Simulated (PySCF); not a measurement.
# I6Tc ([TcI6]2-): the cost of one run

Computed with PySCF 2.14.0 and routines of our own; the level stands in each step. Atoms count from 0.

## 1. The starting structure

7 atoms, charge -2, states of the metal's open shell are computed; geometry from: model geometry, bond lengths from ionic radii.

## 2. Ligand-field states: state-averaged CASSCF in water

What the job is given:

```
{"job": {"kind": "lf", "basis": {"metal": "x2c-TZVPall", "ligand": "x2c-SVPall"}, "nevpt": true, "solvent": "water"}, "charge": -2, "metal": "Tc", "open_shell": "d3"}
Tc     0.000000     0.000000     0.000000
I      1.912724    -1.104311     1.561733
I      0.000000     2.208623     1.561733
I     -1.912724    -1.104311     1.561733
I      1.912724     1.104311    -1.561733
I     -1.912724     1.104311    -1.561733
I     -0.000000    -2.208623    -1.561733
```

Method: state-averaged CASSCF of the metal d shell, SC-NEVPT2 on the averaged canonical orbitals, state-interaction spin-orbit coupling.

Launch:

```sh
$ OMP_NUM_THREADS=1 python lf_run.py task.json out
```

This one command runs all jobs of the session in turn.

**Question.** How long does this first job take on 1 thread of Arm Neoverse N1, shared host, and how much memory does it need?

About 6.8 min, with a peak of 0.67 GiB.
